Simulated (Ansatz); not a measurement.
The system is InSb3.

```
Sb In
1.0
     0.00000    3.79455    3.79455
     3.79455    0.00000    3.79455
     3.79455    3.79455    0.00000
Sb In
3 1
Direct
  0.50000 0.50000 0.50000
  0.75000 0.75000 0.75000
  0.25000 0.25000 0.25000
  0.00000 0.00000 0.00000
```

The cell comes from a database or a generator and needn't be the stable form of this composition.

Base run:

- Program: Ansatz 0.2.0
- Functional: PBE0 form with a typed share of exact exchange
- Potentials or basis: Ansatz PAW
- Cutoff: 420 eV (not typed: the program's choice for these potentials)
- k mesh: 4 × 4 × 4
- Occupations: fermi-dirac, width 0.05 eV
- Spin: no spin polarisation

Its results: band gap on the k mesh none (metal or under the smearing width); pressure -1.3 GPa.

Task: After a change of settings the same cell gave: band gap on the k mesh none (metal or under the smearing width); pressure -2.4 GPa. Which change was it?
A. share of exact exchange from 0 to 0.35
B. share of exact exchange from 0 to 0.1
C. share of exact exchange from 0 to 0.5

Result: B.

Caveats: the PAW data sets were made with another functional, which shifts forces and pressure a little (some runs); the PAW data sets come from PBE, with cores solved anew for the run's functional, which leaves a small shift of forces and pressure (some runs); the thresholds are loose for stress (some runs).
